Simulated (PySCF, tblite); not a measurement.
# C₆H₆BCl₂ radical: geometry, infrared bands and EPR parameters

Aim: predict the infrared bands and EPR parameters of C₆H₆BCl₂ radical (`C=C1C[C@H](BCl)[C]=C1Cl`).

Programs: tblite 0.8.0 and PySCF 2.14.0, with density-fitted response routines of our own. Each step states its level of theory. These are calculated values for one molecule in the gas phase, unless marked as measured. Atoms count from 0, in the outputs and in this text.

**1. The starting structure**

15 atoms, charge 0, multiplicity 2; geometry from: force field or distance geometry start.

Bonds of the start (Å): C0–C1 1.31, C1–C2 1.53, C2–C3 1.52, C3–B4 1.59, B4–Cl5 1.85, C3–C6 1.50, C6–C7 1.33, C7–Cl8 1.77, C7–C1 1.45, C0–H9 1.09, C0–H10 1.09, C2–H11 1.09, C2–H12 1.09, C3–H13 1.10, B4–H14 1.19.

**2. Relaxing the molecule with GFN2-xTB**

Job settings and geometry (Å):

```
{"job": {"kind": "relax", "xc": "GFN2-xTB", "basis": "xTB"}, "charge": 0, "multiplicity": 2}
C     -2.317600    -0.146700     0.632500
C     -1.153600     0.164300     0.129000
C      0.158900    -0.356000     0.707300
C      0.948200    -0.444200    -0.591900
B      2.467100    -0.129200    -0.263200
Cl     3.098700    -0.364000     1.458300
C      0.435500     0.677800    -1.446200
C     -0.774500     1.004800    -0.989000
Cl    -1.822200     2.263400    -1.651900
H     -3.273300     0.210100     0.249300
H     -2.369300    -0.802100     1.495800
H      0.570100     0.465400     1.292700
H      0.030000    -1.309400     1.224100
H      0.801200    -1.399300    -1.119400
H      3.196400     0.173000    -1.149300
```

Command:

```bash
$ OMP_NUM_THREADS=1 python probes_run.py task.json out
```

This one command runs all jobs of the session in turn.

**Question.** This job is followed by: GFN2-xTB harmonic vibrations, gas phase; UKS B3LYP, pcH-1 on B C Cl H, non-relativistic, mean-field spin-orbit, GIAO. Predict these results of the whole session: strongest single infrared mode (GFN2-xTB); zero-point energy (GFN2-xTB); g(iso) (B3LYP); ⟨S²⟩; largest a(iso); potential on the surface of density 0.002 e/bohr³, 1st and 99th percentile.

**Answer**, as computed:

| quantity | value |
| --- | --- |
| strongest single infrared mode (GFN2-xTB) | 1074 cm⁻¹, 221 km/mol |
| zero-point energy (GFN2-xTB) | 62.8 kcal/mol |
| g(iso) (B3LYP) | 2.00214 |
| ⟨S²⟩ | 0.764 (exact 0.75) |
| largest a(iso) | 13C on C6, 420.2 MHz |
| potential on the surface of density 0.002 e/bohr³, 1st and 99th percentile | -0.55 V and 1.17 V |

Relaxing lowered the energy by 0.770 eV in 129 steps; the close pair that moved most is B4–Cl5, from 1.849 to 1.685 Å. No mode is imaginary among the 39: a minimum at this level. The strongest single mode, at 1074 cm⁻¹, is carried by H14, B4, C3, H11. GFN2-xTB is a fitted tight-binding method: band positions and strengths are rough. Its intensities can rank the bands wrongly. C6 carries the largest spin population, 1.02 e. The isotropic g lies 0.2 ppt below the free-electron value. These values are for one conformer; the search (at its own cheap level) found 2 more, at 0.74, 0.75 kcal/mol, and measured spectra average over such forms.
